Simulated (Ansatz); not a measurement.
# ClH3NOSV: taking an electron away

One table from this session's results is given with a row withheld; the runs are named, their logs left out.

Computed with Ansatz 0.2.0, Gaussian basis. Level: unrestricted cation, the program's frozen cores in correlated methods.

Plan: UKS PBE-D4/def2-TZVPP; UKS r2SCAN-D4/def2-TZVPP; UKS PBE0-D4/def2-TZVPP; UKS B3LYP-D4/def2-TZVPP; UKS wB97X-V/def2-TZVPP; UKS wB97M-V/def2-TZVPP; UKS B2PLYP/def2-TZVPP; UHF-CCSD(T)/def2-TZVPP; UHF-MP2/def2-QZVPP; extrapolation to the limit; then −ε(HOMO) from the neutral's earlier runs with LDA (SPW92), PBE-D4, revPBE-D4, BLYP-D4, r2SCAN-D4, B97M-V, PBE0-D4, B3LYP-D4, r2SCANh-D4, r2SCAN0-D4, HSE06-D4, BHLYP-D4, CAM-B3LYP-D4, LC-ωPBE, ωB97X-V, ωB97M-V.

**The geometry**

An earlier PBE0-D4 in a triple-zeta def2 set relaxation fixed the geometry.

SMILES `[NH2][V]([OH])(=[S])[Cl]`, 8 atoms, charge 0, spin multiplicity 1.

Atoms are counted from 1 here; the program's logs count them from 0.

Bond lengths: N1–V2 1.801 Å, N1–H6 1.008 Å, N1–H7 1.013 Å, V2–O3 1.747 Å, V2–S4 1.992 Å, V2–Cl5 2.166 Å, O3–H8 0.961 Å. Angles: V2–N1–H6 127.7°, V2–N1–H7 119.7°, H6–N1–H7 112.6°, N1–V2–O3 109.6°, N1–V2–S4 106.5°, N1–V2–Cl5 109.4°, O3–V2–S4 112.5°, O3–V2–Cl5 108.7°, S4–V2–Cl5 110.1°, V2–O3–H8 124.6°.

Coordinates:

```xyz
8
charge 0, multiplicity 1
N    -0.8762    1.0059    0.3170
V     0.3699   -0.1302   -0.3163
O     0.6509   -1.4004    0.8499
S    -0.3274   -0.8264   -2.0474
Cl    2.2235    0.9426   -0.6365
H    -1.6835    1.3667   -0.1663
H    -0.8228    1.3242    1.2769
H     0.5578   -2.3394    0.6669
```

Set-up of the first run:

Input file in.yaml:

```yaml
crystal:
  periodic: [false, false, false]
  atoms:
    - {symbol: N, position_ang: [-0.876208, 1.005856, 0.316994]}
    - {symbol: V, position_ang: [0.369872, -0.130211, -0.316341]}
    - {symbol: O, position_ang: [0.650948, -1.400422, 0.849904]}
    - {symbol: S, position_ang: [-0.327381, -0.826427, -2.047427]}
    - {symbol: Cl, position_ang: [2.223504, 0.942617, -0.636500]}
    - {symbol: H, position_ang: [-1.683527, 1.366698, -0.166259]}
    - {symbol: H, position_ang: [-0.822831, 1.324152, 1.276862]}
    - {symbol: H, position_ang: [0.557823, -2.339364, 0.666867]}
basis:
  gaussian: {orbitals: def2-TZVPP}
total_charge: 1
magnetization: {spin_polarized: true, initial_magnetization: 1}
hamiltonian: {xc: pbe, dispersion: d4}
```

Launch:

```sh
$ ansatz run in.yaml --threads 2 --pin off --events-out ev --progress --plain --max-ram 22528MiB --backend cpu
```

Steps of the session up to this table: Cation, UKS PBE-D4/def2-TZVPP; Cation, UKS r2SCAN-D4/def2-TZVPP; Cation, UKS PBE0-D4/def2-TZVPP; Cation, UKS B3LYP-D4/def2-TZVPP; Cation, UKS wB97X-V/def2-TZVPP; Cation, UKS wB97M-V/def2-TZVPP; Cation, UKS B2PLYP (frozen core)/def2-TZVPP; Cation, UHF-CCSD(T)/def2-TZVPP; Cation, UHF-MP2/def2-QZVPP.

One of the session's tables, all rows but one given; the rest of the session is left out.

It belongs to the step «Ionisation energies side by side». For comparison, −ε(HOMO) of the neutral from earlier runs:

```
  functional  −ε(HOMO) (eV)
 LDA (SPW92)           6.80
      PBE-D4           6.65
   revPBE-D4           6.59
     BLYP-D4              ?
   r2SCAN-D4           6.95
      B97M-V           7.00
     PBE0-D4           7.88
    B3LYP-D4           7.63
  r2SCANh-D4           7.40
  r2SCAN0-D4           8.08
    HSE06-D4           7.48
    BHLYP-D4           8.94
CAM-B3LYP-D4           9.15
     LC-ωPBE          10.50
     ωB97X-V          10.15
     ωB97M-V          10.00
```

**Question.** Estimate the row for BLYP-D4.

Worked estimate for «−ε(HOMO) (eV)». Against the share of exact exchange, B3LYP-D4 (0.2, 7.63), BHLYP-D4 (0.5, 8.94) give a slope of 4.37 per unit share; at 0 the line stands at 6.76.

The run gave: −ε(HOMO) (eV): 6.48. In «−ε(HOMO) (eV)» the line misses by +0.28.
